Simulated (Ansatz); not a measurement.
# AlN (AlN (10-10), 4 layers): a single-point run

Aim: a sound single-point run of AlN (AlN (10-10), 4 layers). The structure is shown as the input types it.

Method: DFT, LDA, PAW with Ansatz's default frozen-core files, scalar-relativistic, in Ansatz 0.2.0.

### 1 Starting point

It takes space group Pmc2_1 (No. 26, orthorhombic). The conventional cell has a = 3.089 Å, b = 19.567 Å, c = 4.943 Å, α = 90.00°, β = 90.00°, γ = 90.00°. Around Al (site symmetry m) lie 3 N at 1.88 to 1.89 Å. N (site symmetry m) has 3 Al at 1.88 to 1.89 Å as nearest neighbours. Al (site symmetry m) is surrounded by 4 N at 1.88 to 1.89 Å. N (site symmetry m) is surrounded by 4 Al at 1.88 to 1.89 Å.

As a file:

```xyz
8
Lattice="3.0887 0.0000 0.0000 0.0000 4.9433 0.0000 0.0000 0.0000 19.5665" Properties=species:S:1:pos:R:3 pbc="T T T"
Al    0.0000    0.2917    8.0000
N     0.0000    2.1799    8.0000
Al    1.5443    2.7634    8.8916
N     1.5443    4.6516    8.8916
Al    1.5443    0.2917   10.6749
N     1.5443    2.1799   10.6749
Al    0.0000    2.7634   11.5665
N     0.0000    4.6516   11.5665
```

### 2 Input and run

Contents of input.yaml:

```yaml
crystal:
  lattice:
    - [3.0886844108, 0.0, 0.0]
    - [0.0, 4.9432878602, 0.0]
    - [0.0, 0.0, 19.5665]
  atoms:
    - { symbol: Al, position: [0.0, 0.059010684, 0.4088619437] }
    - { symbol: "N", position: [0.0, 0.440989316, 0.4088619437] }
    - { symbol: Al, position: [0.5, 0.559010684, 0.4544309721] }
    - { symbol: "N", position: [0.5, 0.940989316, 0.4544309721] }
    - { symbol: Al, position: [0.5, 0.059010684, 0.5455690279] }
    - { symbol: "N", position: [0.5, 0.440989316, 0.5455690279] }
    - { symbol: Al, position: [0.0, 0.559010684, 0.5911380563] }
    - { symbol: "N", position: [0.0, 0.940989316, 0.5911380563] }
kpoints:
  mp_grid: { grid: [1, 1, 1] }
scf:
  occupations: { method: fermi_dirac, width: 0.02 }
  max_iter: 50
hamiltonian:
  xc: lda
  pseudopotentials: { kind: paw }
output:
  forces: true
  stress: true
  eigenvalues: true
  populations: true
efield:
  axis: 3
  amplitude: 0
  dipole_correction: true
```

Launch:

```
$ ansatz run input.yaml --threads 3 --pin off --max-ram 8192MiB --backend cpu --events-out ev --progress --plain --runs-dir out
```

**Question.** How will this run end, and is anything wrong with its input?

This run ends as converged. It gives a largest force of 3.5 eV/Å, which is large; a structure far from rest gives such values too, whatever the setting.

The suspect setting: kpoints.mp_grid.grid is [1, 1, 1]. Band dispersion is ignored when only one k-point is used.

The test: set kpoints.mp_grid.grid to [10, 6, 1].
